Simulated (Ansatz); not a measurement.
# BH₃O₂S: ionisation energy by level of theory

One table from this session's results is given with a row withheld; the runs are named, their logs left out.

The runs use Ansatz 0.2.0, Gaussian basis; unrestricted cation, the program's frozen cores in correlated methods.

Levels to be run: UKS PBE-D4/def2-TZVPP; UKS r2SCAN-D4/def2-TZVPP; UKS PBE0-D4/def2-TZVPP; UKS B3LYP-D4/def2-TZVPP; UKS wB97X-V/def2-TZVPP; UKS wB97M-V/def2-TZVPP; UKS B2PLYP/def2-TZVPP; UHF-CCSD(T)/def2-TZVPP; UHF-MP2/def2-QZVPP; extrapolation to the limit; then −ε(HOMO) from the neutral's earlier runs with LDA (SPW92), PBE-D4, revPBE-D4, BLYP-D4, r2SCAN-D4, B97M-V, PBE0-D4, B3LYP-D4, r2SCANh-D4, r2SCAN0-D4, HSE06-D4, BHLYP-D4, CAM-B3LYP-D4, LC-ωPBE, ωB97X-V, ωB97M-V.

### The geometry

An earlier PBE0-D4 in a triple-zeta def2 set relaxation fixed the geometry.

SMILES `OB(O)S`, 7 atoms, charge 0, spin multiplicity 1.

Atoms are counted from 1 here; the program's logs count them from 0.

Bond lengths: O1–B2 1.364 Å, O1–H5 0.957 Å, B2–O3 1.357 Å, B2–S4 1.829 Å, O3–H6 0.961 Å, S4–H7 1.342 Å. Angles: B2–O1–H5 115.3°, O1–B2–O3 119.2°, O1–B2–S4 125.5°, O3–B2–S4 115.3°, B2–O3–H6 112.0°, B2–S4–H7 96.9°.

The first run:

in.yaml reads:

```yaml
crystal:
  periodic: [false, false, false]
  atoms:
    - {symbol: O, position_ang: [-0.283261, 1.152564, 0.105129]}
    - {symbol: B, position_ang: [0.166244, -0.131151, 0.213747]}
    - {symbol: O, position_ang: [0.876938, -0.492735, 1.311155]}
    - {symbol: S, position_ang: [-0.103885, -1.457887, -1.015815]}
    - {symbol: H, position_ang: [-0.778170, 1.346407, -0.691234]}
    - {symbol: H, position_ang: [0.989784, 0.239480, 1.923842]}
    - {symbol: H, position_ang: [-0.806449, -0.724777, -1.892622]}
basis:
  gaussian: {orbitals: def2-TZVPP}
total_charge: 1
magnetization: {spin_polarized: true, initial_magnetization: 1}
hamiltonian: {xc: pbe, dispersion: d4}
```

Steps of the session up to this table: Cation, UKS PBE-D4/def2-TZVPP; Cation, UKS r2SCAN-D4/def2-TZVPP; Cation, UKS PBE0-D4/def2-TZVPP; Cation, UKS B3LYP-D4/def2-TZVPP; Cation, UKS wB97X-V/def2-TZVPP; Cation, UKS wB97M-V/def2-TZVPP; Cation, UKS B2PLYP (frozen core)/def2-TZVPP; Cation, UHF-CCSD(T)/def2-TZVPP; Cation, UHF-MP2/def2-QZVPP.

One of the session's tables, all rows but one given; the rest of the session is left out.

Orbital estimates, from the neutral's runs:

| functional | −ε(HOMO) (eV) |
| --- | --- |
| LDA (SPW92) | 6.47 |
| PBE-D4 | 6.33 |
| revPBE-D4 | 6.28 |
| BLYP-D4 | 6.17 |
| r2SCAN-D4 | 6.64 |
| B97M-V | 6.71 |
| PBE0-D4 | ? |
| B3LYP-D4 | 7.35 |
| r2SCANh-D4 | 7.11 |
| r2SCAN0-D4 | 7.81 |
| HSE06-D4 | 7.21 |
| BHLYP-D4 | 8.73 |
| CAM-B3LYP-D4 | 8.95 |
| LC-ωPBE | 10.38 |
| ωB97X-V | 10.00 |
| ωB97M-V | 9.82 |

**Question.** Estimate the row for PBE0-D4.

The run gave: −ε(HOMO) (eV): 7.61. In the column «−ε(HOMO) (eV)» it lies between B3LYP-D4 (7.35) and r2SCAN0-D4 (7.81).

To keep in mind: The cation may have settled in a state other than its lowest; no search over hole states beyond the program's own was made.
